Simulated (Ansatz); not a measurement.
# BrFH₃NSi: one species, many methods

An exercise on one series of results from a longer session: the logs are not shown, and one member is left open.

The runs use Ansatz 0.2.0, Gaussian basis; functionals in def2-TZVPP, the program's frozen cores in correlated methods.

The runs, in order: LDA (SPW92), PBE-D4, revPBE-D4, BLYP-D4, r2SCAN-D4, B97M-V, PBE0-D4, B3LYP-D4, r2SCANh-D4, r2SCAN0-D4, HSE06-D4, BHLYP-D4, CAM-B3LYP-D4, LC-ωPBE, ωB97X-V, ωB97M-V, B2PLYP, PBE-QIDH; CCSD(T)/def2-SVP; CCSD(T)/def2-TZVPP; CCSD(T)/def2-QZVPP; extrapolation to the limit; RPA on PBE.

**The relaxed structure**

The geometry comes from an earlier relaxation with PBE0-D4 in a triple-zeta def2 set; it is a stationary point, not always the lowest conformer.

SMILES `N[SiH](F)Br`, 7 atoms, charge 0, spin multiplicity 1.

Atoms are counted from 1 here; the program's logs count them from 0.

Bond lengths: N1–Si2 1.685 Å, N1–H5 1.006 Å, N1–H6 1.007 Å, Si2–F3 1.594 Å, Si2–Br4 2.206 Å, Si2–H7 1.472 Å. Angles: Si2–N1–H5 122.4°, Si2–N1–H6 121.7°, H5–N1–H6 112.8°, N1–Si2–F3 114.6°, N1–Si2–Br4 108.0°, N1–Si2–H7 110.6°, F3–Si2–Br4 105.8°, F3–Si2–H7 106.2°, Br4–Si2–H7 111.6°.

Set-up of the first run:

File in.yaml:

```yaml
crystal:
  periodic: [false, false, false]
  atoms:
    - {symbol: N, position_ang: [-0.318593, 0.996645, -0.225598]}
    - {symbol: Si, position_ang: [0.333162, -0.522350, 0.102573]}
    - {symbol: F, position_ang: [0.415299, -0.888901, 1.651565]}
    - {symbol: Br, position_ang: [-0.985555, -2.040408, -0.804180]}
    - {symbol: H, position_ang: [-1.310058, 1.166241, -0.241685]}
    - {symbol: H, position_ang: [0.219697, 1.839578, -0.111843]}
    - {symbol: H, position_ang: [1.707249, -0.618805, -0.416433]}
basis:
  gaussian: {orbitals: def2-TZVPP}
hamiltonian: {xc: lda}
output: {orbitals: {seedname: orbitals}}
```

Run with:

```console
ansatz run in.yaml --threads 2 --pin off --events-out ev --progress --plain --max-ram 22528MiB --backend cpu
```

Steps of the session up to this table: LDA; PBE-D4 (GGA); revPBE-D4 (GGA); BLYP-D4 (GGA); r2SCAN-D4 (meta-GGA); B97M-V (meta-GGA); PBE0-D4 (hybrid); B3LYP-D4 (hybrid); r2SCANh-D4 (hybrid); r2SCAN0-D4 (hybrid); HSE06-D4 (hybrid); BHLYP-D4 (hybrid); CAM-B3LYP-D4 (range-separated); LC-ωPBE (range-separated); ωB97X-V (range-separated); ωB97M-V (range-separated); B2PLYP (double hybrid); PBE-QIDH (double hybrid).

One of the session's tables, all rows but one given; the rest of the session is left out.

It belongs to the step «Orbital energies across the functionals». 

| functional | HOMO (eV) | LUMO (eV) | gap (eV) |
| --- | --- | --- | --- |
| LDA (SPW92) | -6.96 | -0.58 | 6.38 |
| PBE-D4 | -6.78 | -0.31 | 6.47 |
| revPBE-D4 | ? | ? | ? |
| BLYP-D4 | -6.63 | -0.23 | 6.41 |
| r2SCAN-D4 | -7.12 | 0.12 | 7.24 |
| B97M-V | -7.20 | -0.02 | 7.18 |
| PBE0-D4 | -8.23 | 0.58 | 8.81 |
| B3LYP-D4 | -7.96 | 0.27 | 8.23 |
| r2SCANh-D4 | -7.66 | 0.43 | 8.09 |
| r2SCAN0-D4 | -8.47 | 0.88 | 9.35 |
| HSE06-D4 | -7.83 | 0.21 | 8.03 |
| BHLYP-D4 | -9.52 | 1.25 | 10.77 |
| CAM-B3LYP-D4 | -9.64 | 1.40 | 11.04 |
| LC-ωPBE | -11.07 | 2.69 | 13.76 |
| ωB97X-V | -10.68 | 2.51 | 13.19 |
| ωB97M-V | -10.56 | 2.06 | 12.62 |

Q: Estimate the row for revPBE-D4 from the others.

**Answer.** HOMO (eV): -6.71; LUMO (eV): -0.20; gap (eV): 6.52. In the column «HOMO (eV)» it lies between PBE-D4 (-6.78) and BLYP-D4 (-6.63).
